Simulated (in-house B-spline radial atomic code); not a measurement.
# Nb¹⁰⁺: ionisation energy by several methods

How far do functionals differ on the ionisation energy of Nb¹⁰⁺? Each run solves Nb¹⁰⁺ and then the next ion ([Ar] 3d10 4s2).

Program: in-house B-spline radial atomic code version 1. Level of theory: Dirac-Coulomb, several functionals; spherical all-electron atom at the radial basis limit. These are calculated values, not measurements, unless marked.

## 1. The system

* element: niobium (Z = 41)
* charge: +10
* electrons: 31
* configuration: [Ar] 3d10 4s2 4p1
* nucleus: Fermi, rms radius 4.324 fm

Outer shells as boxes (Hund's rule):

[Ar] 3d10 4s2 4p1
```
[Ar] core
3d [↑↓][↑↓][↑↓][↑↓][↑↓]
4s [↑↓]
4p [↑ ][  ][  ]
```

The boxes only draw the filling; these runs are spin-restricted and spherical.

## 2. AM05, a GGA

Settings of the run:

```ini
Z = 41
electrons = 31.0
configuration = [Ar] 3d10 4s2 4p1
hamiltonian = dirac
method = am05
spin_polarised = False
nucleus = fermi
rms_radius = 4.324
mass_number = 93
atomic_mass = 92.90637317
speed_of_light = 137.035999084
```

## 3. PW91, a GGA

Settings: those of step 2 with these lines changed.

```diff
@@ -4,3 +4,3 @@
 hamiltonian = dirac
-method = am05
+method = pw91,pw91
 spin_polarised = False
```

## 4. OLYP, a GGA

Settings: those of step 3 with these lines changed.

```diff
@@ -4,3 +4,3 @@
 hamiltonian = dirac
-method = pw91,pw91
+method = optx,lyp
 spin_polarised = False
```

## 5. PBEsol, a GGA

Settings: those of step 4 with these lines changed.

```diff
@@ -4,3 +4,3 @@
 hamiltonian = dirac
-method = optx,lyp
+method = pbesol
 spin_polarised = False
```

## 6. LDA (PW92)

Settings: those of step 5 with these lines changed.

```diff
@@ -4,3 +4,3 @@
 hamiltonian = dirac
-method = pbesol
+method = lda,pw
 spin_polarised = False
```

## 7. BP86, a GGA

Settings: those of step 6 with these lines changed.

```diff
@@ -4,3 +4,3 @@
 hamiltonian = dirac
-method = lda,pw
+method = b88,p86
 spin_polarised = False
```

The tabulated ionisation energy is 200.28 ± 0.06 eV (semi-empirical; NIST Atomic Spectra Database). What does each method give, and which comes nearest?

As calculated:

| method | rung | total energy (hartree) | ΔSCF (eV) | with Breit, QED, recoil (eV) | −ε highest (eV) | corrected ΔSCF less tabulated (eV) |
| --- | --- | --- | --- | --- | --- | --- |
| LDA (PW92) | LDA | -3785.2917 | 199.01 | 198.92 | 187.80 (4p3/2) | -1.36 |
| AM05 | GGA | -3785.5752 | 198.40 | 198.31 | 187.30 (4p3/2) | -1.97 |
| PW91 | GGA | -3790.0950 | 198.60 | 198.51 | 187.47 (4p3/2) | -1.77 |
| OLYP | GGA | -3790.9725 | 198.05 | 197.96 | 187.12 (4p3/2) | -2.32 |
| PBEsol | GGA | -3787.3363 | 198.39 | 198.30 | 187.29 (4p3/2) | -1.98 |
| BP86 | GGA | -3790.2564 | 198.59 | 198.50 | 187.48 (4p3/2) | -1.78 |

Against the tabulated ionisation energy, 200.28 ± 0.06 eV (semi-empirical; NIST Atomic Spectra Database), the best here is LDA (PW92) (-1.36 eV) and the worst OLYP (-2.32 eV, or 1.2 %). Open shells are averaged (over orientations, and over spins where the run is restricted), while tables refer to the lowest levels. For the semilocal functionals minus the highest level recovers only 94 % of their own ΔSCF value, a mark of self-interaction.
